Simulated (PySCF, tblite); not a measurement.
# C₃H₅BF₄: geometry, infrared bands and NMR shifts

Wanted: the infrared bands and NMR shifts of C₃H₅BF₄ (`FB(F)CCC(F)F`), by calculation.

Computed with tblite 0.8.0 and PySCF 2.14.0, with density-fitted response routines of our own, on a single molecule in the gas phase. Atoms are numbered from 0 throughout.

**1. The molecule as given**

13 atoms, charge 0, multiplicity 1; geometry from: force field or distance geometry start.

Bonds of the start (Å): F0–B1 1.45, B1–F2 1.46, B1–C3 1.59, C3–C4 1.54, C4–C5 1.54, C5–F6 1.38, C5–F7 1.37, C3–H8 1.11, C3–H9 1.10, C4–H10 1.11, C4–H11 1.11, C5–H12 1.10.

**2. Relaxing the molecule with GFN2-xTB**

What the job is given:

```
{"job": {"kind": "relax", "xc": "GFN2-xTB", "basis": "xTB"}, "charge": 0, "multiplicity": 1}
F      3.159000     0.743600    -0.051700
B      2.103300    -0.211300     0.213300
F      2.366000    -1.304200     1.147900
C      0.699500    -0.092800    -0.523400
C     -0.438700     0.087000     0.502200
C     -1.794100     0.221500    -0.209400
F     -2.774200     0.467300     0.728600
F     -2.087000    -0.938900    -0.882900
H      0.542800    -1.030700    -1.103400
H      0.729900     0.763600    -1.206900
H     -0.258700     1.007300     1.091500
H     -0.480800    -0.782700     1.191100
H     -1.771400     1.070800    -0.914900
```

Launch:

```console
> OMP_NUM_THREADS=1 python probes_run.py task.json out
```

One launch serves the whole session: the jobs run in the order shown.

**Question.** This job is followed by: GFN2-xTB harmonic vibrations, gas phase; GIAO PBE0/pcSseg-1 NMR shielding, non-relativistic, gas phase. Predict these results of the whole session: strongest single infrared mode (GFN2-xTB); zero-point energy (GFN2-xTB); 13C shifts against TMS (PBE0/pcSseg-1); 1H shifts against TMS (PBE0/pcSseg-1, means over atoms taken as alike); 19F shifts against CFCl3 (PBE0/pcSseg-1, means over atoms taken as alike); 11B shifts against BF3·OEt2 (PBE0/pcSseg-1); surface potential, 1st and 99th percentile.

The runs gave:

| quantity | value |
| --- | --- |
| strongest single infrared mode (GFN2-xTB) | 1288 cm⁻¹, 358 km/mol |
| zero-point energy (GFN2-xTB) | 53.6 kcal/mol |
| 13C shifts against TMS (PBE0/pcSseg-1) | 124.2, 32.4, 9.3 ppm |
| 1H shifts against TMS (PBE0/pcSseg-1, means over atoms taken as alike) | 5.95, 1.88, 1.15 ppm |
| 19F shifts against CFCl3 (PBE0/pcSseg-1, means over atoms taken as alike) | -67.8, -139.7 ppm |
| 11B shifts against BF3·OEt2 (PBE0/pcSseg-1) | 28.4 ppm |
| surface potential, 1st and 99th percentile | -0.84 V and 2.01 V |

Relaxing lowered the energy by 0.793 eV in 93 steps; the close pair that moved most is B1–F2, from 1.462 to 1.315 Å. No mode is imaginary among the 33: a minimum at this level. The strongest single mode, at 1288 cm⁻¹, is spread over several atoms, B1, H12, F2 among them. GFN2-xTB is a fitted tight-binding method: band positions and strengths are rough. Its intensities can rank the bands wrongly. The most deshielded hydrogen is H12 (hydrogen on an sp3 CH bonded to 2 F), at 5.95 ppm: its carbon carries F, an electronegative neighbour. At PBE0/pcSseg-1: Shielding is most anisotropic at F0, F2 (span 316 ppm, paramagnetic term -229 ppm).
